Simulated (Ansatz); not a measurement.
**[SnH3]− (SMILES [H][Sn-]([H])[H]): RPA@PBE/STO-3G**

What is the vertical ionisation energy of [SnH3]− at RPA@PBE/STO-3G? 

Program for the calculation: Ansatz 0.2.0.

1 further run of the same task is left out (set aside as unsound or not needed).

## (1) The structure to begin with

The species is [SnH3]− (4 atoms), meant as a singlet with charge -1. As SMILES, `[H][Sn-]([H])[H]`. The shape comes from GFN2-xTB, which is rough for such elements, and wasn't checked as a minimum.

Bond lengths: Sn1–H2 1.948 Å, Sn1–H3 1.948 Å, Sn1–H4 1.949 Å. Angles: H2–Sn1–H3 93.3°, H2–Sn1–H4 93.4°, H3–Sn1–H4 93.5°.

## (2) A single-point energy at RPA@PBE/STO-3G

Contents of input.yaml:

```yaml
crystal:
  periodic: [false, false, false]
  atoms:
    - {symbol: Sn, position_ang: [-0.006380, 0.005730, 0.791670]}
    - {symbol: H, position_ang: [1.637790, -0.033600, -0.251650]}
    - {symbol: H, position_ang: [-0.786860, 1.432510, -0.280410]}
    - {symbol: H, position_ang: [-0.844540, -1.404640, -0.259610]}
basis:
  gaussian: {orbitals: STO-3G}
total_charge: -1
correlation: {method: rpa, frozen_orbitals: {H: 0, Sn: 18}}
hamiltonian: {xc: pbe}
accuracy: high
```

Command:

```console
$ ansatz run input.yaml --threads 1 --pin off --max-ram 2610MiB --events-out events.jsonl --progress --plain --runs-dir runs
```

What it wrote:

```text
Warning: RAYON_NUM_THREADS=1 ignored (pool sized by the plan → 1); use --threads N
Functional definition: PBE
  name "PBE"
  parameter kappa = 0.804
  parameter beta = 0.06672455060314922
  exchange = pbe_x(kappa = kappa, mu = beta*pi^2/3)
  correlation = pbe_c(beta = beta)
519 factors; integrals over basis functions are off by at most 4.0e-9 eV
mean field evaluation 1: about -162350.9128 eV, gradient 8.5e0 eV
mean field evaluation 2: about -162350.8461 eV, gradient 8.4e0 eV
mean field evaluation 4: about -162351.2141 eV, gradient 5.7e-1 eV
mean field evaluation 8: about -162351.2173 eV, gradient 8.7e-4 eV
mean field evaluation 16: about -162351.2173 eV, gradient 3.7e-9 eV
mean field -162351.21725852 eV, -5966.2971886431 hartree, gradient 3.7e-9 eV, S^2 0.000000; 0 other end points of the search recorded, 0 dependent functions left out
18 core orbitals not correlated: weight in the atoms' cores, before any rotation towards them, 1.000 or more for the frozen orbitals, at most 0.000 for the correlated occupied ones
reference -162309.83095153 eV, -5964.7762699138 hartree; 9, 9 occupied and 3, 3 virtual orbitals, 519 factors
Total energy: -162312.93581305 eV, -5964.8903714704 hartree
```

Wall time 0.8 s (1 thread of AMD EPYC 9R45 (Zen 5), shared host); peak memory 0.12 GiB.

## (3) Doublet neutral SnH3, same level

Contents of input.yaml:

```yaml
basis:
  gaussian:
    orbitals: STO-3G
crystal:
  periodic: [false, false, false]
  atoms:
    - {symbol: Sn, position_ang: [-0.006380, 0.005730, 0.791670]}
    - {symbol: H, position_ang: [1.637790, -0.033600, -0.251650]}
    - {symbol: H, position_ang: [-0.786860, 1.432510, -0.280410]}
    - {symbol: H, position_ang: [-0.844540, -1.404640, -0.259610]}
total_charge: 0
magnetization:
  spin_polarized: true
  initial_magnetization: 1
hamiltonian:
  xc: pbe
correlation:
  method: rpa
  frozen_orbitals: {H: 0, Sn: 18}
accuracy: high
```

Command:

```console
$ ansatz run input.yaml --threads 1 --pin off --max-ram 2610MiB --events-out events.jsonl --progress --plain --runs-dir runs
```

What it wrote:

```text
Warning: RAYON_NUM_THREADS=1 ignored (pool sized by the plan → 1); use --threads N
Functional definition: PBE
  name "PBE"
  parameter kappa = 0.804
  parameter beta = 0.06672455060314922
  exchange = pbe_x(kappa = kappa, mu = beta*pi^2/3)
  correlation = pbe_c(beta = beta)
519 factors; integrals over basis functions are off by at most 4.0e-9 eV
mean field evaluation 1: about -162352.3616 eV, gradient 9.1e0 eV
mean field evaluation 2: about -162352.2886 eV, gradient 9.1e0 eV
mean field evaluation 4: about -162353.2321 eV, gradient 1.9e-1 eV
mean field evaluation 8: about -162353.2332 eV, gradient 1.7e-2 eV
mean field evaluation 16: about -162353.2332 eV, gradient 1.1e-7 eV
mean field -162353.23318958 eV, -5966.3712727432 hartree, gradient 3.1e-8 eV, S^2 0.750550; 0 other end points of the search recorded, 0 dependent functions left out
18 core orbitals not correlated: weight in the atoms' cores, before any rotation towards them, 1.000 or more for the frozen orbitals, at most 0.000 for the correlated occupied ones
reference -162312.92738751 eV, -5964.8900618374 hartree; 9, 8 occupied and 3, 4 virtual orbitals, 519 factors
Total energy: -162316.10049810 eV, -5965.0066715009 hartree
```

It took 1 s on 1 thread of AMD EPYC 9R45 (Zen 5), shared host; peak memory 0.15 GiB.

## (4) Summary of results

Level: RPA@PBE/STO-3G, 18 core orbitals frozen.

| quantity | value |
| --- | --- |
| singlet [SnH3]−: total energy | -5964.89037 Eh |
| singlet [SnH3]−: RPA correlation energy (valence) | -114.1 mEh |
| doublet neutral SnH3: total energy | -5965.00667 Eh |
| doublet neutral SnH3: RPA correlation energy (valence) | -116.6 mEh |
| doublet neutral SnH3: ⟨S²⟩ of the reference determinant | 0.751 |
| vertical detachment energy (to the doublet neutral) | -3.165 eV |

In words: The species is unbound against losing an electron at this level, by 3.16 eV (−305 kJ/mol); missing correlation or diffuse functions can give that sign where the real anion is bound. In a minimal basis such a difference can be off by several eV, whatever the method. Relativity is left out (singlet [SnH3]−) although the molecule holds a heavy atom. Relativity is left out (doublet neutral SnH3) although the molecule holds a heavy atom.
